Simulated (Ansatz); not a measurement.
**One shape, several levels: InNH4 (SMILES [NH2][InH2])**

Aim: a comparison of 6 runs (HF/STO-3G, HF/3-21G, B2PLYP/def2-SVP, CAM-B3LYP/def2-SVP, wB97M-V/def2-SVP, MP2/def2-SVP) of InNH4. 

The calculation is run with Ansatz 0.2.0.

47 further runs of the same task are left out: 47 set aside as unsound or not needed.

### 1 The system as given

The species is InNH4 (6 atoms), meant as a singlet with charge 0. As SMILES, `[NH2][InH2]`. One bond was lengthened or shortened from a relaxed shape.

Bond lengths: N1–In2 2.007 Å, N1–H3 1.006 Å, N1–H4 1.157 Å, In2–H5 1.712 Å, In2–H6 1.712 Å. Angles: N1–In2–H5 115.0°, N1–In2–H6 115.0°, In2–N1–H3 124.3°, In2–N1–H4 124.3°, H5–In2–H6 130.0°, H3–N1–H4 111.3°.

### 2 The energy at HF/STO-3G (run 1)

molecule.yaml

```yaml
crystal:
  periodic: [false, false, false]
  atoms:
    - {symbol: N, position_ang: [-0.152810, -0.964988, 0.136476]}
    - {symbol: In, position_ang: [0.034690, 1.031412, 0.051576]}
    - {symbol: H, position_ang: [-0.658610, -1.457388, 0.853276]}
    - {symbol: H, position_ang: [0.311900, -1.697300, -0.629300]}
    - {symbol: H, position_ang: [0.951890, 1.616012, -1.270824]}
    - {symbol: H, position_ang: [-0.748010, 1.885812, 1.311976]}
basis:
  gaussian: {orbitals: STO-3G}
hamiltonian: {xc: hf}
accuracy: high
output: {orbitals: {seedname: orbitals}}
```

Run with:

```console
$ ansatz run molecule.yaml --threads 1 --pin off --max-ram 3480MiB --events-out events.jsonl --progress --plain --runs-dir runs
```

Output:

```text
Warning: RAYON_NUM_THREADS=1 ignored (pool sized by the plan → 1); use --threads N
Functional definition: HF
  name "HF"
  exchange = exact_x
  correlation = 0
671 factors; integrals over basis functions are off by at most 4.0e-9 eV
mean field evaluation 1: about -156162.6603 eV, gradient 1.8e1 eV
mean field evaluation 2: about -156162.6932 eV, gradient 1.8e1 eV
mean field evaluation 4: about -156163.9392 eV, gradient 1.2e0 eV
mean field evaluation 8: about -156163.9477 eV, gradient 3.3e-5 eV
mean field -156163.94768238 eV, -5738.9192256019 hartree, gradient 1.8e-8 eV, S^2 0.000000; 0 other end points of the search recorded, 0 dependent functions left out
reference -156163.94768238 eV, -5738.9192256019 hartree; 30, 30 occupied and 6, 6 virtual orbitals, 671 factors
Total energy: -156163.94768238 eV, -5738.9192256019 hartree
```

It took 0.95 s on 1 thread of Arm Neoverse N1, shared host.

### 3 The energy at HF/3-21G (run 2)

job.yaml

```yaml
crystal:
  periodic: [false, false, false]
  atoms:
    - {symbol: "N", position_ang: [-0.152810, -0.964988, 0.136476]}
    - {symbol: In, position_ang: [0.034690, 1.031412, 0.051576]}
    - {symbol: H, position_ang: [-0.658610, -1.457388, 0.853276]}
    - {symbol: H, position_ang: [0.311900, -1.697300, -0.629300]}
    - {symbol: H, position_ang: [0.951890, 1.616012, -1.270824]}
    - {symbol: H, position_ang: [-0.748010, 1.885812, 1.311976]}
basis:
  gaussian: {orbitals: 3-21G-spherical.json}
total_charge: 0
hamiltonian: {xc: hf}
accuracy: high
output: {orbitals: {seedname: orbitals}}
```

The basis set 3-21G is read from a file made from the Basis Set Exchange's data (not shown).

Run with:

```console
$ ansatz run job.yaml --threads 1 --pin off --max-ram 3480MiB --events-out events.jsonl --progress --plain --runs-dir runs
```

Output:

```text
Warning: RAYON_NUM_THREADS=1 ignored (pool sized by the plan → 1); use --threads N
[... 4 set-up lines as earlier in the session ...]
996 factors; integrals over basis functions are off by at most 3.2e-8 eV
mean field evaluation 1: about -157039.1593 eV, gradient 3.0e1 eV
mean field evaluation 2: about -157039.3010 eV, gradient 3.1e1 eV
mean field evaluation 4: about -157041.3430 eV, gradient 1.6e0 eV
mean field evaluation 8: about -157041.3614 eV, gradient 4.8e-4 eV
mean field -157041.36141742 eV, -5771.1635856324 hartree, gradient 2.8e-8 eV, S^2 0.000000; 0 other end points of the search recorded, 0 dependent functions left out
reference -157041.36141742 eV, -5771.1635856324 hartree; 30, 30 occupied and 18, 18 virtual orbitals, 996 factors
Total energy: -157041.36141742 eV, -5771.1635856324 hartree
```

Run time: 1.5 s. Hardware: 1 thread of Arm Neoverse N1, shared host; peak memory 0.11 GiB.

Runs 3 to 5 aren't shown in full; the table further down has their settings and results.

### 4 The energy at MP2/def2-SVP (core potential) (run 6)

in.yaml

```yaml
crystal:
  periodic: [false, false, false]
  atoms:
    - {symbol: "N", position_ang: [-0.152810, -0.964988, 0.136476]}
    - {symbol: In, position_ang: [0.034690, 1.031412, 0.051576]}
    - {symbol: H, position_ang: [-0.658610, -1.457388, 0.853276]}
    - {symbol: H, position_ang: [0.311900, -1.697300, -0.629300]}
    - {symbol: H, position_ang: [0.951890, 1.616012, -1.270824]}
    - {symbol: H, position_ang: [-0.748010, 1.885812, 1.311976]}
basis:
  gaussian: {orbitals: def2-SVP}
accuracy: high
correlation: {method: mp2, frozen_orbitals: {H: 0, In: 4, "N": 1}}
```

Run with:

```console
$ ansatz run in.yaml --threads 1 --pin off --max-ram 3480MiB --events-out events.jsonl --progress --plain --runs-dir runs
```

Output:

```text
Warning: RAYON_NUM_THREADS=1 ignored (pool sized by the plan → 1); use --threads N
[... 4 set-up lines as earlier in the session ...]
1460 factors; integrals over basis functions are off by at most 3.3e-9 eV
mean field evaluation 1: about -6688.5280 eV, gradient 3.3e1 eV
mean field evaluation 2: about -6688.5424 eV, gradient 3.3e1 eV
mean field evaluation 4: about -6691.1559 eV, gradient 2.1e0 eV
mean field evaluation 8: about -6691.1767 eV, gradient 3.4e-4 eV
mean field -6691.17673805 eV, -245.8962096807 hartree, gradient 1.2e-8 eV, S^2 0.000000; 0 other end points of the search recorded, 0 dependent functions left out
5 core orbitals not correlated: weight in the atoms' cores, before any rotation towards them, 1.000 or more for the frozen orbitals, at most 0.000 for the correlated occupied ones
reference -6691.17673805 eV, -245.8962096807 hartree; 11, 11 occupied and 44, 44 virtual orbitals, 1460 factors
second order -7.54774387 eV of doubles, -0.00000000 eV of singles
Total energy: -6698.72448191 eV, -246.1735841517 hartree
```

Run time: 2.4 s. Hardware: 1 thread of Arm Neoverse N1, shared host; peak memory 0.13 GiB.

### 5 Overview of the runs

```csv
run,level,core potential,frozen core orbitals,energy (Eh),HOMO energy (eV),LUMO energy (eV),HOMO–LUMO gap (eV),wall time
1,HF/STO-3G,none,–,-5738.919226,-7.04,6.64,13.67,0.95 s
2,HF/3-21G,none,–,-5771.163586,-9.71,1.69,11.40,1.5 s
3,B2PLYP/def2-SVP (core potential),def2-SVP,5,-246.863841,-7.90,-0.03,7.87,8.4 s
4,CAM-B3LYP/def2-SVP (core potential),def2-SVP,–,-247.154020,-8.10,-0.07,8.02,6.6 s
5,wB97M-V/def2-SVP (core potential),def2-SVP,–,-247.114611,-9.04,0.70,9.74,56 s
6,MP2/def2-SVP (core potential),def2-SVP,5,-246.173584,–,–,–,2.4 s
```

### 6 Outcome

```
                                          quantity          value
                               run 6: total energy  -246.17358 Eh
run 6: correlation energy (5 core orbitals frozen)     -277.4 mEh
```

**Reading.** Over runs 1, 2, 3, 4, 5 the HOMO–LUMO gap runs from 7.87 eV (B2PLYP/def2-SVP) to 13.67 eV (HF/STO-3G). The two ends differ in method and basis and core potential. A double hybrid's value is that of its SCF part. Totals of different functionals can't be ranked against each other. Some runs of one species differ in core potentials or relativity; totals across that change don't compare. In run 1 the basis is minimal, so the values are rough. In runs 1, 2 relativity is left out where basis or elements ask for it. All runs together took 76 s, the longest 56 s.
